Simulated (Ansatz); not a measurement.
# ClGeH3N radical: small, medium and large basis sets

An exercise on one series of results from a longer session: the logs are not shown, and one member is left open.

The runs use Ansatz 0.2.0, Gaussian basis; one geometry, several basis sets.

The runs, in order: PBE0-D4/def2-SVP; ωB97M-V/def2-SVP; PBE0-D4/def2-QZVPP; ωB97M-V/def2-QZVPP; the functionals' def2-TZVPP values are taken from earlier runs.

## The geometry

The geometry comes from an earlier relaxation with PBE0-D4 in a triple-zeta def2 set; it is a stationary point.

SMILES `[NH2][GeH][Cl]`, 6 atoms, charge 0, spin multiplicity 2.

Atoms are counted from 1 here; the program's logs count them from 0.

Bond lengths: N1–Ge2 1.836 Å, N1–H4 1.012 Å, N1–H5 1.011 Å, Ge2–Cl3 2.169 Å, Ge2–H6 1.560 Å. Angles: Ge2–N1–H4 115.7°, Ge2–N1–H5 115.6°, H4–N1–H5 109.9°, N1–Ge2–Cl3 104.1°, N1–Ge2–H6 106.5°, Cl3–Ge2–H6 107.8°.

The first run:

in.yaml

```yaml
crystal:
  periodic: [false, false, false]
  atoms:
    - {symbol: N, position_ang: [-0.446273, 0.317863, -0.788305]}
    - {symbol: Ge, position_ang: [0.075353, -0.151031, 0.908097]}
    - {symbol: Cl, position_ang: [1.242972, -1.956892, 0.623266]}
    - {symbol: H, position_ang: [-0.984457, 1.171248, -0.861410]}
    - {symbol: H, position_ang: [-0.888735, -0.414288, -1.327178]}
    - {symbol: H, position_ang: [1.043239, 0.969101, 1.399331]}
basis:
  gaussian: {orbitals: def2-SVP}
magnetization: {spin_polarized: true, initial_magnetization: 1}
hamiltonian: {xc: pbe0, dispersion: d4}
output: {orbitals: {seedname: orbitals}}
```

Steps of the session up to this table: PBE0-D4 in def2-SVP; ωB97M-V in def2-SVP; PBE0-D4 in def2-QZVPP; ωB97M-V in def2-QZVPP.

One table of the session follows, with a row left open; its other results are not shown here.

It belongs to the step «Functionals by basis». 

| functional | basis | HOMO (eV) | LUMO (eV) |
| --- | --- | --- | --- |
| PBE0-D4 | def2-SVP | ? | ? |
| PBE0-D4 | def2-TZVPP | -6.09 | -2.91 |
| PBE0-D4 | def2-QZVPP | -6.14 | -2.97 |
| ωB97M-V | def2-SVP | -7.89 | -0.89 |
| ωB97M-V | def2-TZVPP | -8.08 | -1.10 |
| ωB97M-V | def2-QZVPP | -8.15 | -1.22 |

Q: Estimate the row for PBE0-D4, def2-SVP from the others.

The run gave: HOMO (eV): -5.92; LUMO (eV): -2.77. In the column «HOMO (eV)» it is the highest.
